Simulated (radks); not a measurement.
**B⁺ in [He] 2p2: an all-electron calculation**

One table from this session's results is given with a row withheld; the runs are named, their logs left out.

Program: radks (a radial shooting solver on a logarithmic mesh, Libxc functionals) version 1. Level of theory: Dirac Kohn-Sham, PBEsol, spin-unpolarised, spherical densities, finite nucleus; open shells are shared between the two j in proportion to 2j + 1. These are calculated values, not measurements, unless marked.

**What is computed**

```
element            : boron (Z = 5)
charge             : +1
electrons          : 4
configuration      : [He] 2p2
nuclear rms radius : 2.406 fm
```

Outer shells as boxes (Hund's rule):

B⁺
```
[He] core
2p [↑ ][↑ ][  ]
```

The first run:

Input:

```text
Z 5
configuration [He] 2p2 2s0 3p0 3d0
relativity Dirac
functional pbe_sol,pbe_sol
spin unpolarised
j_filling average
nucleus finite rms 2.406 fm
c 137.035999084
```

Steps of the session up to this table: Self-consistent calculation.

One table of the session follows, with a row left open; its other results are not shown here.

It belongs to the step «Shells». From the orbitals of this run (lengths in bohr):

```
level     <r>  outermost maximum (interpolated)  90 % within
1s1/2  0.3295                             0.211        0.593
2s1/2   1.793                              1.46         2.80
2p1/2   1.856                              1.41         3.06
2p3/2       ?                                 ?            ?
```

Estimate the missing values for 2p3/2.

The run gave: <r>: 1.857; outermost maximum (interpolated): 1.41; 90 % within: 3.07. In the column «<r>» it is the highest.
